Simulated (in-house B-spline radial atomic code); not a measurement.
# Sn³⁺: excited configurations

Aim: the energies of several excited configurations of Sn³⁺ above a reference configuration, each from its own self-consistent run.

Program: in-house B-spline radial atomic code version 1. Level of theory: non-relativistic BLYP, spin-polarised, spherical fractional occupations, point nucleus, basis-set limit. These are calculated values, not measurements, unless marked.

**1. The system**

| Quantity | Value |
| --- | --- |
| element | tin (Z = 50) |
| charge | +3 |
| electrons | 47 |
| configuration | [Kr] 4d10 5s1 |
| Hamiltonian | non-relativistic |
| nucleus | point |

The outer shells:

[Kr] 4d10 5s1
```
[Kr] core
4d [↑↓][↑↓][↑↓][↑↓][↑↓]
5s [↑ ]
```

Where spins are not typed, each open shell is filled with up spins first.

Input settings:

```ini
Z = 50
electrons = 47.0
configuration = [Kr] 4d10 5s1
hamiltonian = nr
method = b88,lyp
spin_polarised = True
```

This reference run was done before. Its total energy is -6023.586340 hartree, and its levels are (the highest eight at most):

```csv
orbital,occupation,energy (eV),<r> (bohr)
3d down,5,-509.36,0.3147
4s up,1,-152.88,0.8484
4s down,1,-152.78,0.8480
4p up,3,-116.38,0.8979
4p down,3,-116.27,0.8970
4d up,5,-55.987,1.077
4d down,5,-55.755,1.072
5s up,1,-35.191,2.190
```

**2. Configuration 1s2 2s2 2p6 3s2 3p6 3d10 4s2 4p6 4d5,4 5s0,1 5p0,1**

In configurations, two counts after a shell (as in p1,2) give the electrons with spin up and with spin down.

Input settings:

```ini
Z = 50
electrons = 47.0
configuration = 1s2 2s2 2p6 3s2 3p6 3d10 4s2 4p6 4d5,4 5s0,1 5p0,1
hamiltonian = nr
method = b88,lyp
spin_polarised = True
```

**3. Configuration 1s2 2s2 2p6 3s2 3p6 3d10 4s2 4p6 4d10 5d0,1**

Input settings:

```ini
Z = 50
electrons = 47.0
configuration = 1s2 2s2 2p6 3s2 3p6 3d10 4s2 4p6 4d10 5d0,1
hamiltonian = nr
method = b88,lyp
spin_polarised = True
```

**4. Run with 1s2 2s2 2p6 3s2 3p6 3d5,4 4s2 4p6 4d10 5s1,0 6p0,1**

Input settings:

```ini
Z = 50
electrons = 47.0
configuration = 1s2 2s2 2p6 3s2 3p6 3d5,4 4s2 4p6 4d10 5s1,0 6p0,1
hamiltonian = nr
method = b88,lyp
spin_polarised = True
```

**5. 1s2 2s2 2p6 3s2 3p6 3d10 4s2 4p3,2 4d10 5s1,0 5d0,1**

Input settings:

```ini
Z = 50
electrons = 47.0
configuration = 1s2 2s2 2p6 3s2 3p6 3d10 4s2 4p3,2 4d10 5s1,0 5d0,1
hamiltonian = nr
method = b88,lyp
spin_polarised = True
```

Before running: How far above the reference does each configuration lie (order and size, in eV)?

As calculated:

| net move | configuration | 2|M_S|+1 | energy above the reference (eV) | largest <r> (bohr) |
| --- | --- | --- | --- | --- |
| 5s → 5d, spins typed | 1s2 2s2 2p6 3s2 3p6 3d10 4s2 4p6 4d10 5d0,1 | 2 | 19.355 | 3.35 |
| 4d → 5p, spins typed | 1s2 2s2 2p6 3s2 3p6 3d10 4s2 4p6 4d5,4 5s0,1 5p0,1 | 2 | 30.771 | 2.40 |
| 4p → 5d, spins typed | 1s2 2s2 2p6 3s2 3p6 3d10 4s2 4p3,2 4d10 5s1,0 5d0,1 | 2 | 104.51 | 3.24 |
| 3d → 6p, spins typed | 1s2 2s2 2p6 3s2 3p6 3d5,4 4s2 4p6 4d10 5s1,0 6p0,1 | 2 | 514.67 | 4.70 |

**Reading.** The lowest of them is 5s → 5d, spins typed at 19.355 eV and the highest 3d → 6p, spins typed at 514.67 eV. 2 of them lie more than 60 % above minus the reference's highest level (35.191 eV), in the range where a state can decay by emitting an electron. These are spherical averages at the typed spins, not spectroscopic levels.
